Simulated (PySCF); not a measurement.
# [Sm(HCN)]3+: other functionals and bases at one geometry

An exercise on one series of results from a longer session: the logs are not shown, and one member is left open.

Computed with PySCF 2.14.0. Level: several levels, as the steps say, no spin–orbit coupling.

1 further run of the same task is left out (for a known fault of the program).

## Starting geometry

4 atoms, charge 3, spin multiplicity 1.

Bond lengths: Sm1–N2 2.266 Å, N2–C3 1.166 Å, C3–H4 1.115 Å. Angles: Sm1–N2–C3 180.0°, N2–C3–H4 180.0°.

Geometry (Å):

```xyz
4
charge 3, multiplicity 1
Sm    0.0000    0.0000   -0.2722
N     0.0000    0.0000    1.9941
C     0.0000    0.0000    3.1599
H     0.0000    0.0000    4.2750
```

Formal oxidation states: Sm +3. Each metal's 5 4f electrons lie in its core potential, so multiplicities, spins and levels count the valence alone. An earlier session relaxed this geometry at PBE0, Sm lcecp-1-SVP with ECP51, N def2-SVP, C def2-SVP, H def2-SVP (singlet, point group C∞v).

At PBE0 on the finer grid: E = -126.657555 Eh, HOMO -26.82 eV, LUMO -19.68 eV, Mulliken charge on Sm1 +2.52 e, largest force component 0.008 eV/Å. 

Levels to run: r2SCAN; revPBE; PBE0, TZVP. Hardware: 2 threads of Intel Xeon at 2.50GHz (Skylake/Cascade Lake), shared host.

Set-up of the first run:

Contents of run.py (the lines that set the calculation):

```python
mol = gto.M(atom='''
Sm     0.00000     0.00000    -0.27217
N      0.00000     0.00000     1.99408
C      0.00000     0.00000     3.15990
H      0.00000     0.00000     4.27498''',
    basis={'Sm': 'lcecp-1-SVP', 'N': 'def2-SVP', 'C': 'def2-SVP', 'H': 'def2-SVP'},
    ecp={'Sm': 'lcecp-1-SVP'},
    charge=3, spin=0)
mf = dft.RKS(mol, xc='R2SCAN')
mf.grids.atom_grid = (75, 302)  # f atoms: unpruned, at least (60, 302)
mf = mf.density_fit()  # fitting sets: Sm AutoAux, N def2-universal-JKFIT, C def2-universal-JKFIT, H def2-universal-JKFIT
mf.conv_tol = 1e-08; mf.max_cycle = 55
mf.kernel(dm0)  # dm0: the density of the relaxed state
```

Command:

```console
$ OMP_NUM_THREADS=2 python run.py
```

Steps of the session up to this table: r2SCAN; revPBE; PBE0, TZVP.

One of the session's tables, all rows but one given; the rest of the session is left out.

```
              level  HOMO (eV)  gap (eV)  charge on Sm1 (e)  dipole (D)  largest force component (eV/Å)
PBE0 (relaxed here)     -26.82      7.14               2.52        4.45                            0.01
             r2SCAN     -25.72      5.66               2.52        4.49                            0.49
             revPBE          ?         ?                  ?           ?                               ?
         PBE0, TZVP     -26.73      7.09               2.60        4.51                            0.91
```

Q: Estimate the row for revPBE from the others.

The run gave: HOMO (eV): -25.51; gap (eV): 4.83; charge on Sm1 (e): 2.47; dipole (D): 4.71; largest force component (eV/Å): 1.59. In the column «HOMO (eV)» it is the highest.

The dipole of a charged species depends on the origin, so these sizes hold for this origin alone.

In one basis the HOMO–LUMO gap runs from 4.83 eV (revPBE) to 7.14 eV (PBE0). The largest leftover force, 1.59 eV/Å with revPBE, stands at a geometry relaxed at another level. With 4f in the core, its levels are missing from HOMO and gap, and its count is fixed, so no charge can pass from the ligands into it. Total energies of different levels can't be compared.
